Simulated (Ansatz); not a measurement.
# Nd3H: the cost of one run

Computed with Ansatz 0.2.0 (DFT PBE, scalar-relativistic, plane waves, PAW; 4f electrons in the core of a trivalent norm-conserving potential, unless a step's input says otherwise).

2 further runs of the same task are left out: 1 that didn't finish, 1 set aside as unsound or not needed.

### 1 The starting structure

Symmetry: P-6m2, No. 187, hexagonal system. Conventional cell: a = 3.067 Å, b = 3.067 Å, c = 9.749 Å, α = 90.00°, β = 90.00°, γ = 120.00°. Around Nd (site symmetry -6m2) lie 12 Nd at 3.02 to 3.07 Å. Nd (site symmetry 3m) has 3 H at 3.01 Å and 9 Nd at 3.02 to 3.07 Å in its first shell of neighbours. H (site symmetry -6m2) is surrounded by 6 Nd at 3.01 Å and 6 H at 3.07 Å.

Structure file:

```xyz
4
Lattice="3.0672 0.0000 0.0000 -1.5336 2.6563 0.0000 0.0000 0.0000 9.7494" Properties=species:S:1:pos:R:3 pbc="T T T"
Nd    1.5336    0.8854    4.8747
Nd    0.0000    1.7708    2.4292
Nd    0.0000    1.7708    7.3202
H     1.5336    0.8854    0.0000
```

A structure generator made this guess: species swapped into a database cell of Tc3Os (P-6m2, No. 187), with Nd on the Tc sites and H on the Os sites. Lengths come from tabulated atomic sizes and are only a guess.

### 2 Probe: one point on a coarse mesh

File input.yaml:

```yaml
crystal:
  lattice:
    - [3.06718485, 0.0, 0.0]
    - [-1.53359243, 2.65626, 0.0]
    - [0.0, 0.0, 9.74941098]
  atoms:
    - { symbol: Nd, position: [0.66666667, 0.33333333, 0.5] }
    - { symbol: Nd, position: [0.33333333, 0.66666667, 0.24916671] }
    - { symbol: Nd, position: [0.33333333, 0.66666667, 0.75083329] }
    - { symbol: H, position: [0.66666667, 0.33333333, 0.0] }
basis:
  ecutwfc: 660
kpoints:
  mp_grid: { grid: [6, 6, 2] }
hamiltonian:
  xc: pbe
  pseudopotentials:
    kind: paw
    azcp: { Nd: "pseudopotentials/pbe/nc/lanthanide_3plus/Nd.nc.azcp" }
scf:
  occupations: { method: gaussian, width: 0.1 }
  lower_state_search: "off"
output:
  forces: true
  stress: true
  eigenvalues: true
```

The run is started by

```bash
ansatz run input.yaml --threads 1 --pin off --max-ram 2560MiB --backend cpu --events-out ev --progress --plain --runs-dir out
```

What time and memory should one allow on 1 thread of Intel Xeon at 2.70GHz, shared host?

About 6.4 s, with a peak of 0.33 GiB.
